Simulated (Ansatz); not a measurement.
**C₂H₅AlN₂: small, medium and large basis sets**

An exercise on one series of results from a longer session: the logs are not shown, and one member is left open.

Method: one geometry, several basis sets; program: Ansatz 0.2.0, Gaussian basis.

Levels to be run: PBE0-D4/def2-SVP; ωB97M-V/def2-SVP; PBE0-D4/def2-QZVPP; ωB97M-V/def2-QZVPP; the functionals' def2-TZVPP values are taken from earlier runs.

## The relaxed structure

The geometry comes from an earlier relaxation with PBE0-D4 in a triple-zeta def2 set; it is a stationary point, not always the lowest conformer.

SMILES `C#[C][Al]([NH2])[NH2]`, 10 atoms, charge 0, spin multiplicity 1.

Atoms are counted from 1 here; the program's logs count them from 0.

Bond lengths: C1–C2 1.210 Å, C1–H6 1.067 Å, C2–Al3 1.908 Å, Al3–N4 1.763 Å, Al3–N5 1.763 Å, N4–H7 1.006 Å, N4–H8 1.006 Å, N5–H9 1.006 Å, N5–H10 1.006 Å. Angles: C2–C1–H6 180.0°, C1–C2–Al3 180.0°, C2–Al3–N4 118.9°, C2–Al3–N5 118.9°, N4–Al3–N5 122.2°, Al3–N4–H7 126.4°, Al3–N4–H8 123.3°, H7–N4–H8 110.4°, Al3–N5–H9 123.3°, Al3–N5–H10 126.4°, H9–N5–H10 110.4°.

Geometry (Å):

```xyz
10
C2H5AlN2
C    -2.3681    1.2211    0.8733
C    -1.3459    0.6936    0.4978
Al    0.2657   -0.1380   -0.0942
N     0.2476   -1.8611   -0.4670
N     1.7224    0.8429   -0.2499
H    -3.2691    1.6860    1.2042
H     1.0274   -2.4108   -0.7859
H    -0.5748   -2.4352   -0.3837
H     1.7500    1.8271   -0.0413
H     2.6277    0.5234   -0.5503
```

The first run:

Input file in.yaml:

```yaml
crystal:
  periodic: [false, false, false]
  atoms:
    - {symbol: C, position_ang: [-2.368108, 1.221077, 0.873257]}
    - {symbol: C, position_ang: [-1.345947, 0.693568, 0.497828]}
    - {symbol: Al, position_ang: [0.265684, -0.137975, -0.094220]}
    - {symbol: N, position_ang: [0.247640, -1.861062, -0.467048]}
    - {symbol: N, position_ang: [1.722423, 0.842863, -0.249857]}
    - {symbol: H, position_ang: [-3.269072, 1.686027, 1.204194]}
    - {symbol: H, position_ang: [1.027357, -2.410809, -0.785854]}
    - {symbol: H, position_ang: [-0.574759, -2.435247, -0.383727]}
    - {symbol: H, position_ang: [1.750005, 1.827095, -0.041294]}
    - {symbol: H, position_ang: [2.627676, 0.523364, -0.550280]}
basis:
  gaussian: {orbitals: def2-SVP}
hamiltonian: {xc: pbe0, dispersion: d4}
output: {orbitals: {seedname: orbitals}}
```

Run with:

```bash
ansatz run in.yaml --threads 2 --pin off --events-out ev --progress --plain --max-ram 4352MiB
```

Steps of the session up to this table: PBE0-D4 in def2-SVP; ωB97M-V in def2-SVP; PBE0-D4 in def2-QZVPP; ωB97M-V in def2-QZVPP.

One of the session's tables, all rows but one given; the rest of the session is left out.

It belongs to the step «Density functionals: the series». 

| functional | basis | HOMO (eV) | LUMO (eV) |
| --- | --- | --- | --- |
| PBE0-D4 | def2-SVP | -6.70 | 0.10 |
| PBE0-D4 | def2-TZVPP | ? | ? |
| PBE0-D4 | def2-QZVPP | -7.09 | -0.23 |
| ωB97M-V | def2-SVP | -9.07 | 2.06 |
| ωB97M-V | def2-TZVPP | -9.41 | 1.70 |
| ωB97M-V | def2-QZVPP | -9.48 | 1.12 |

Q: Estimate the row for PBE0-D4, def2-TZVPP from the others.

The run gave: HOMO (eV): -7.02; LUMO (eV): -0.15. In the column «HOMO (eV)» it lies between PBE0-D4, def2-QZVPP (-7.09) and PBE0-D4, def2-SVP (-6.70).
